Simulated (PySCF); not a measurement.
# C₄H₈B₂OS: electronic excitations

Wanted: the electronic excitations of C₄H₈B₂OS (`C=CB[C@H]1CSBO1`), by calculation.

Computed with PySCF 2.14.0, with density-fitted response routines of our own, on a single molecule in the gas phase. Atoms are numbered from 0 throughout.

## 1. The starting structure

16 atoms, charge 0, multiplicity 1; geometry from: GFN2-xTB.

Bonds of the start (Å): C0–C1 1.34, C1–B2 1.54, B2–C3 1.59, C3–C4 1.55, C4–S5 1.83, S5–B6 1.80, B6–O7 1.32, O7–C3 1.43, C0–H8 1.08, C0–H9 1.08, C1–H10 1.08, B2–H11 1.17, C3–H12 1.10, C4–H13 1.09, C4–H14 1.09, B6–H15 1.16.

## 2. Ultraviolet spectrum: PBE0/def2-SVPD

The job: settings as JSON, then the geometry in Å.

```
{"job": {"kind": "uv", "xc": "PBE0", "basis": "def2-SVPD", "nstates": 8, "ntriplets": 3}, "charge": 0, "multiplicity": 1}
C      2.994877     0.733230     0.254942
C      1.660271     0.783205     0.255380
B      0.766406    -0.255852    -0.444110
C     -0.817189    -0.172277    -0.327169
C     -1.378193    -1.427122     0.382413
S     -2.791463    -0.887836     1.418901
B     -2.285230     0.828492     1.213460
O     -1.290112     0.993172     0.355591
H      3.526738    -0.053057    -0.257617
H      3.607726     1.463961     0.761131
H      1.191462     1.602811     0.789606
H      1.214741    -1.152283    -1.047465
H     -1.268717    -0.120883    -1.331306
H     -1.720284    -2.180139    -0.322951
H     -0.645482    -1.873743     1.056216
H     -2.773150     1.727265     1.766534
```

Level: TDDFT PBE0/def2-SVPD, vertical, gas phase, core orbitals frozen in the response.

Launch:

```sh
$ OMP_NUM_THREADS=1 python probes_run.py task.json out
```

One launch serves the whole session: the jobs run in the order shown.

Predict these results of the whole session: lowest singlet (PBE0/def2-SVPD); brightest single state of those computed; lowest triplet.

As calculated:

```
                                quantity                        value
         lowest singlet (PBE0/def2-SVPD)  3.87 eV (320 nm), f = 0.000
brightest single state of those computed  state 5, 5.92 eV, f = 0.352
                          lowest triplet                      3.57 eV
```

In words: The lowest singlet, at 3.87 eV, is HOMO→LUMO 0.98 and is dark; of the 8 states computed, the strongest absorption comes from state 5 at 5.92 eV. The lowest triplet lies 0.30 eV below the lowest singlet (triplets in Tamm-Dancoff, singlets in full TDDFT).
